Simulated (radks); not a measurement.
# Ne⁺ in [He] 2s2 2p5: an all-electron calculation

The task here is to estimate one member of a computed series from the others.

Method: Dirac Kohn-Sham, PBEsol, spin-unpolarised, spherical densities, finite nucleus; open shells fill j = l - 1/2 first. Code: radks (a radial shooting solver on a logarithmic mesh, Libxc functionals) version 1.

### The system

| Quantity | Value |
| --- | --- |
| element | neon (Z = 10) |
| charge | +1 |
| electrons | 9 |
| configuration | [He] 2s2 2p5 |
| nuclear rms radius | 3.0055 fm |

The first run:

Settings of this run:

```text
Z 10
configuration [He] 2s2 2p5
relativity Dirac
functional pbe_sol,pbe_sol
spin unpolarised
j_filling energy
nucleus finite rms 3.0055 fm
c 137.035999084
```

Steps of the session up to this table: Self-consistent calculation.

One of the session's tables, all rows but one given; the rest of the session is left out.

It belongs to the step «Radial structure». From the orbitals of this run (lengths in bohr):

| level | <r> | outermost maximum (interpolated) | 90 % within |
| --- | --- | --- | --- |
| 1s1/2 | 0.1582 | 0.103 | 0.283 |
| 2s1/2 | 0.8656 | 0.673 | 1.38 |
| 2p1/2 | 0.8821 | 0.602 | 1.52 |
| 2p3/2 | ? | ? | ? |

**Question.** Estimate the row for 2p3/2.

The run gave: <r>: 0.8842; outermost maximum (interpolated): 0.604; 90 % within: 1.52. In the column «<r>» it is the highest.

To keep in mind: Spin polarisation and multiplet splitting are left out.
